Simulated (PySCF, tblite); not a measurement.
**C₅H₇ClSSi: geometry, infrared bands and NMR shifts**

What infrared bands and NMR shifts should C₅H₇ClSSi (`C[SiH2]c1cc(Cl)cs1`) show?

The runs use tblite 0.8.0 and PySCF 2.14.0, with density-fitted response routines of our own; the level of theory stands in each step. All values are computed, except where a source is named. Atoms count from 0, in the outputs and in this text.

## (1) The starting structure

15 atoms, charge 0, multiplicity 1; geometry from: force field or distance geometry start.

Bonds of the start (Å): C0–Si1 1.86, Si1–C2 1.85, C2–C3 1.35, C3–C4 1.34, C4–Cl5 1.78, C4–C6 1.38, C6–S7 1.75, S7–C2 1.65, C0–H8 1.11, C0–H9 1.14, C0–H10 1.11, Si1–H11 1.49, Si1–H12 1.45, C3–H13 1.13, C6–H14 1.08.

## (2) Optimising the geometry with GFN2-xTB

Job settings and geometry (Å):

```
{"job": {"kind": "relax", "xc": "GFN2-xTB", "basis": "xTB"}, "charge": 0, "multiplicity": 1}
C     -2.584800     0.776000     0.042900
Si    -1.532500    -0.747200    -0.153000
C      0.236500    -0.212400    -0.238600
C      1.271500    -0.678600     0.483500
C      2.493000    -0.172200     0.294400
Cl     3.919900    -0.736400     1.202000
C      2.634700     0.814600    -0.654100
S      0.968300     0.931900    -1.178700
H     -2.224000     1.495700    -0.716200
H     -3.684500     0.554800    -0.137600
H     -2.437500     1.174200     1.063700
H     -1.730200    -1.628400     1.031000
H     -1.969400    -1.401800    -1.376200
H      1.094200    -1.493400     1.242300
H      3.540500     1.331400    -0.927200
```

Run with:

```bash
$ OMP_NUM_THREADS=1 python probes_run.py task.json out
```

This one command runs all jobs of the session in turn.

**Question.** This job is followed by: GFN2-xTB harmonic vibrations, gas phase; GIAO PBE0/pcSseg-1 NMR shielding, non-relativistic, gas phase. What will the session give for the following? strongest single infrared mode (GFN2-xTB); zero-point energy (GFN2-xTB); ¹³C shifts against TMS (PBE0/pcSseg-1); ¹H shifts against TMS (PBE0/pcSseg-1, means over atoms taken as alike); ²⁹Si shifts against TMS (PBE0/pcSseg-1); ³⁵Cl shifts against HCl (PBE0/pcSseg-1); ³³S shifts against CS2 (PBE0/pcSseg-1).

The runs gave:

| quantity | value |
| --- | --- |
| strongest single infrared mode (GFN2-xTB) | 2225 cm⁻¹, 315 km/mol |
| zero-point energy (GFN2-xTB) | 62.0 kcal/mol |
| ¹³C shifts against TMS (PBE0/pcSseg-1) | 144.7, 141.2, 136.2, 136.0, -3.7 ppm |
| ¹H shifts against TMS (PBE0/pcSseg-1, means over atoms taken as alike) | 7.30, 7.21, 4.83, 0.42 ppm |
| ²⁹Si shifts against TMS (PBE0/pcSseg-1) | -48.8 ppm |
| ³⁵Cl shifts against HCl (PBE0/pcSseg-1) | 184 ppm |
| ³³S shifts against CS2 (PBE0/pcSseg-1) | 252 ppm |

The optimisation took 45 steps and gained 0.950 eV; among the close pairs (by a distance rule), C2–S7 changed most, from 1.652 to 1.736 Å. No mode is imaginary among the 39: a minimum at this level. The strongest single mode, at 2225 cm⁻¹, moves mainly H12. Unscaled tight-binding wavenumbers are off by several per cent, some by more. Its intensities can rank the bands wrongly. At PBE0/pcSseg-1: The largest span, 502 ppm, is at Cl5, where the paramagnetic term is -379 ppm. NICS(1)zz of -25 ppm above the planar ring from C2 marks a diatropic (aromatic) ring current.
